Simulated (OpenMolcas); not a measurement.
# Co⁴⁺ among point charges: CASSCF and CASPT2 levels and susceptibility, part 2 of 2

How does a field of 6 point charges split the states of Co⁴⁺, and what χT follows?

OpenMolcas 26.06; ANO-RCC-VDZP, DKH2, active space 5 electrons in 5 orbitals (3d), orbitals: per spin and parity. Surroundings: 6 point charges of -0.98 e arranged as an octahedron (Oh), 1.9 Å from the ion. Earlier steps stand in the parts before.

### 7 CASPT2: IPEA 0.25, imaginary shift 0.1 (closed shells correlated: 3s 3p)

a.inp reads:

```
>>> COPY JOB001 $Project.JobIph
&CASPT2
Multistate=1 1
Frozen=2 3
IPEA=0.25
Imaginary=0.1
MaxIter=60
WThr=0.0 0.3 0.05
PrWF=0.5
NoMix
>>> COPY JOB002 $Project.JobIph
&CASPT2
Multistate=24 1 2 3 4 5 6 7 8 9 10 11 12 13 14 15 16 17 18 19 20 21 22
23 24
NoMult
Frozen=2 3
IPEA=0.25
Imaginary=0.1
MaxIter=60
WThr=0.0 0.3 0.05
PrWF=0.5
NoMix
>>> COPY JOB003 $Project.JobIph
&CASPT2
Multistate=75 1 2 3 4 5 6 7 8 9 10 11 12 13 14 15 16 17 18 19 20 21 22
23 24 25 26 27 28 29 30 31 32 33 34 35 36 37 38 39 40 41 42 43 44 45 46
47 48 49 50 51 52 53 54 55 56 57 58 59 60 61 62 63 64 65 66 67 68 69 70
71 72 73 74 75
NoMult
Frozen=2 3
IPEA=0.25
Imaginary=0.1
MaxIter=60
WThr=0.0 0.3 0.05
PrWF=0.5
NoMix
```

What it wrote:

```text
Orbital specifications:
      -----------------------

      Symmetry species                           1   2
                                                ag  au
      Frozen orbitals                            2   3
      Inactive orbitals                          1   3
      Active orbitals                            5   0
      Secondary orbitals                         7  13
      Deleted orbitals                           0   0
      Number of basis functions                 15  19
Type of calculation                        SS-CASPT2
      Fock operator                              state-specific
      IPEA shift                                 0.25
      Real shift                                 0.00
      Imaginary shift                            0.10
      The input orbitals will be transformed to quasi-canonical
Reference energy:       -1394.5855291788
      E2 (Non-variational):      -0.2480306451
      Shift correction:          -0.0000454845
      E2 (Variational):          -0.2480761296
      Total energy:           -1394.8336053084
      Residual norm:              0.0000004555
      Reference weight:           0.96907
      Contributions to the CASPT2 correlation energy
      Active & Virtual Only:         -0.0450696695
      One Inactive Excited:          -0.1310327441
      Two Inactive Excited:          -0.0719282315
::    CASPT2 Root  1     Total energy:  -1394.83360531
Orbital specifications:
      -----------------------

      Symmetry species                           1   2
                                                ag  au
      Frozen orbitals                            2   3
      Inactive orbitals                          1   3
      Active orbitals                            5   0
      Secondary orbitals                         7  13
      Deleted orbitals                           0   0
      Number of basis functions                 15  19
Type of calculation                        SS-CASPT2
      Fock operator                              state-specific
      IPEA shift                                 0.25
      Real shift                                 0.00
      Imaginary shift                            0.10
      The input orbitals will be transformed to quasi-canonical
Reference energy:       -1394.3939870328
      E2 (Non-variational):      -0.2581713634
      Shift correction:          -0.0000512511
      E2 (Variational):          -0.2582226145
      Total energy:           -1394.6522096473
      Residual norm:              0.0000002028
      Reference weight:           0.96712
      Contributions to the CASPT2 correlation energy
      Active & Virtual Only:         -0.0477350660
      One Inactive Excited:          -0.1392371999
      Two Inactive Excited:          -0.0711990975
Reference energy:       -1394.3939870328
      E2 (Non-variational):      -0.2583154049
      Shift correction:          -0.0000512838
      E2 (Variational):          -0.2583666887
      Total energy:           -1394.6523537215
      Residual norm:              0.0000001966
      Reference weight:           0.96708
      Contributions to the CASPT2 correlation energy
      Active & Virtual Only:         -0.0477612382
      One Inactive Excited:          -0.1393283568
      Two Inactive Excited:          -0.0712258099
::    CASPT2 Root  1     Total energy:  -1394.65220965
::    CASPT2 Root  2     Total energy:  -1394.65235372
::    CASPT2 Root  3     Total energy:  -1394.65227056
::    CASPT2 Root  4     Total energy:  -1394.65141843
::    CASPT2 Root  5     Total energy:  -1394.65137140
::    CASPT2 Root  6     Total energy:  -1394.65132190
::    CASPT2 Root  7     Total energy:  -1394.65105553
::    CASPT2 Root  8     Total energy:  -1394.65106580
::    CASPT2 Root  9     Total energy:  -1394.65047320
::    CASPT2 Root 10     Total energy:  -1394.63215142
::    CASPT2 Root 11     Total energy:  -1394.63218328
::    CASPT2 Root 12     Total energy:  -1394.63221883
::    CASPT2 Root 13     Total energy:  -1394.61568105
::    CASPT2 Root 14     Total energy:  -1394.61566786
::    CASPT2 Root 15     Total energy:  -1394.61574412
::    CASPT2 Root 16     Total energy:  -1394.61503552
::    CASPT2 Root 17     Total energy:  -1394.61503196
::    CASPT2 Root 18     Total energy:  -1394.53691047
::    CASPT2 Root 19     Total energy:  -1394.53693603
::    CASPT2 Root 20     Total energy:  -1394.53705640
::    CASPT2 Root 21     Total energy:  -1394.53510243
::    CASPT2 Root 22     Total energy:  -1394.53510180
::    CASPT2 Root 23     Total energy:  -1394.53568150
::    CASPT2 Root 24     Total energy:  -1394.53514575
Orbital specifications:
      -----------------------

      Symmetry species                           1   2
                                                ag  au
      Frozen orbitals                            2   3
      Inactive orbitals                          1   3
      Active orbitals                            5   0
      Secondary orbitals                         7  13
      Deleted orbitals                           0   0
      Number of basis functions                 15  19
Type of calculation                        SS-CASPT2
      Fock operator                              state-specific
      IPEA shift                                 0.25
      Real shift                                 0.00
      Imaginary shift                            0.10
      The input orbitals will be transformed to quasi-canonical
Reference energy:       -1394.3123605917
      E2 (Non-variational):      -0.2556086410
      Shift correction:          -0.0000495772
      E2 (Variational):          -0.2556582182
      Total energy:           -1394.5680188099
      Residual norm:              0.0000000968
      Reference weight:           0.96775
      Contributions to the CASPT2 correlation energy
      Active & Virtual Only:         -0.0447076158
      One Inactive Excited:          -0.1476568614
      Two Inactive Excited:          -0.0632441638
Reference energy:       -1394.3123605917
      E2 (Non-variational):      -0.2556274230
      Shift correction:          -0.0000495917
      E2 (Variational):          -0.2556770147
      Total energy:           -1394.5680376064
      Residual norm:              0.0000000964
      Reference weight:           0.96775
      Contributions to the CASPT2 correlation energy
      Active & Virtual Only:         -0.0447134809
      One Inactive Excited:          -0.1476703462
      Two Inactive Excited:          -0.0632435959
::    CASPT2 Root  1     Total energy:  -1394.56801881
::    CASPT2 Root  2     Total energy:  -1394.56803761
::    CASPT2 Root  3     Total energy:  -1394.56802835
::    CASPT2 Root  4     Total energy:  -1394.56782638
::    CASPT2 Root  5     Total energy:  -1394.56777501
::    CASPT2 Root  6     Total energy:  -1394.56756341
::    CASPT2 Root  7     Total energy:  -1394.56796023
::    CASPT2 Root  8     Total energy:  -1394.56756537
::    CASPT2 Root  9     Total energy:  -1394.56760327
::    CASPT2 Root 10     Total energy:  -1394.56764030
::    CASPT2 Root 11     Total energy:  -1394.56717703
::    CASPT2 Root 12     Total energy:  -1394.56725264
::    CASPT2 Root 13     Total energy:  -1394.56649595
::    CASPT2 Root 14     Total energy:  -1394.55242795
::    CASPT2 Root 15     Total energy:  -1394.55241035
::    CASPT2 Root 16     Total energy:  -1394.55266445
::    CASPT2 Root 17     Total energy:  -1394.55198666
::    CASPT2 Root 18     Total energy:  -1394.55189537
::    CASPT2 Root 19     Total energy:  -1394.54396137
::    CASPT2 Root 20     Total energy:  -1394.54400481
::    CASPT2 Root 21     Total energy:  -1394.54402934
::    CASPT2 Root 22     Total energy:  -1394.54287624
::    CASPT2 Root 23     Total energy:  -1394.53956971
::    CASPT2 Root 24     Total energy:  -1394.53953951
::    CASPT2 Root 25     Total energy:  -1394.53952638
::    CASPT2 Root 26     Total energy:  -1394.51610235
::    CASPT2 Root 27     Total energy:  -1394.51609065
::    CASPT2 Root 28     Total energy:  -1394.51617738
::    CASPT2 Root 29     Total energy:  -1394.51545731
::    CASPT2 Root 30     Total energy:  -1394.51545274
```

Time for this run: 6.4 s (1 thread, shared host).

SS-CASPT2: lowest energy less the reference's lowest, -0.2481 hartree; reference weights 0.960 to 0.969.

States without spin-orbit coupling:

```tsv
state	degeneracy	E (cm-1)	free-ion L (%)
6A1	1	0	S (100)
4T1	3	39797	G (97)
4T2	3	39996	G (100)
4E	2	40064	G (100)
4A1	1	40193	G (100)
4T1	3	44207	P (97)
4T2	3	47825	D (100)
4E	2	47971	D (100)
2T2	3	58287	I (98)
2A2	1	58332	I (98)
2T2	3	58345	I (99)
2T1	3	58381	I (99)
2E	2	58466	I (100)
2A1	1	58624	I (100)
2T2	3	61695	D (73)
2E	2	61818	D (98)
2T1	3	63561	F (99)
2A2	1	63808	F (98)
2T2	3	64539	F (73)
4T1	3	65104	F (100)
4T2	3	65471	F (100)
4A2	1	65504	F (100)
2T1	3	69679	H (97)
2E	2	69826	H (93)
```

With spin-orbit coupling:

```
E (cm-1)  Degeneracy  Label  2S+1               g
       0           6            6                
   39760           2     Γ7     4  2.15 2.15 2.15
   39780           4     Γ8     4                
   39790           4     Γ8     4                
   39830           2     Γ6     4  2.56 2.56 2.56
   39920           2     Γ7     4  1.70 1.70 1.70
   39980           4     Γ8     4                
   40020           2     Γ6     4  4.44 4.44 4.44
   40030           4     Γ8     4                
   40060           2     Γ7     4  2.23 2.23 2.23
   40060           4     Γ8     4                
   40070           2     Γ6     4  0.80 0.80 0.80
   40190           4     Γ8     4                
   43880           4     Γ8     4                
   43900           2     Γ7     4  2.62 2.62 2.62
   44010           4     Γ8     4                
   44160           2     Γ6     4  2.63 2.63 2.63
   47780           2     Γ6     4  2.75 2.75 2.75
   47840           4     Γ8     4                
   47900           2     Γ7     4  4.32 4.32 4.32
   48040           4     Γ8     4                
   48060           2     Γ6     4  0.54 0.54 0.54
   48200           4     Γ8     4                
   48230           2     Γ7     4  2.34 2.34 2.34
```

Powder χT (cm³ K/mol): 4.38 at 2 K, 4.38 at 5 K, 4.38 at 10 K, 4.38 at 20 K, 4.38 at 50 K, 4.38 at 100 K, 4.38 at 150 K, 4.38 at 200 K, 4.38 at 250 K, 4.38 at 300 K.

### 8 The methods side by side

A. CASSCF
B. SS-CASPT2, IPEA 0.25, imaginary shift 0.1 (closed shells correlated: 3s 3p)

```tsv
method	ground state	first gap with spin-orbit (cm-1)	χT at 300 K
A	6A1	42001.8	4.39
B	6A1	39755.7	4.38
```

### 9 Outcome

The summary covers parts 1 to 2.

```
                 quantity                                                                        value
                   method  SS-CASPT2, IPEA 0.25, imaginary shift 0.1 (closed shells correlated: 3s 3p)
   spin-free ground state                                              6A1, 1-fold in its orbital part
             lowest level                                                                       6-fold
               next level                                                                 39755.7 cm⁻¹
              χT at 300 K                                                               4.38 cm³ K/mol
effective moment at 300 K                                                                      5.92 μB
```

Cost by method:

```tsv
method	time of its own steps	time with the reference
A. CASSCF	24 s	24 s
B. SS-CASPT2, IPEA 0.25, imaginary shift 0.1, +3s 3p	6.4 s	31 s
```

Times are of one thread on a shared host.

**Reading.** The spin-free ground state (6A1) comes to 100 % from free-ion S terms and keeps the highest spin of the shell. χT at 300 K is 4.38, against 4.39 cm³ K/mol for the spin alone, as a half-filled shell (L = 0) has no orbital moment. An active space of the d shell alone favours high spin; real ions in strong fields can be low spin. CASPT2 does not keep the components of a term degenerate, and the means are used. The field of point charges can differ much from that of real complexes. With metal d orbitals alone active, the gaps between spin states are rough; where two lie within a few thousand cm-1, their order is open. Point charges carry no covalency, so the field is a model and not that of real ligands.
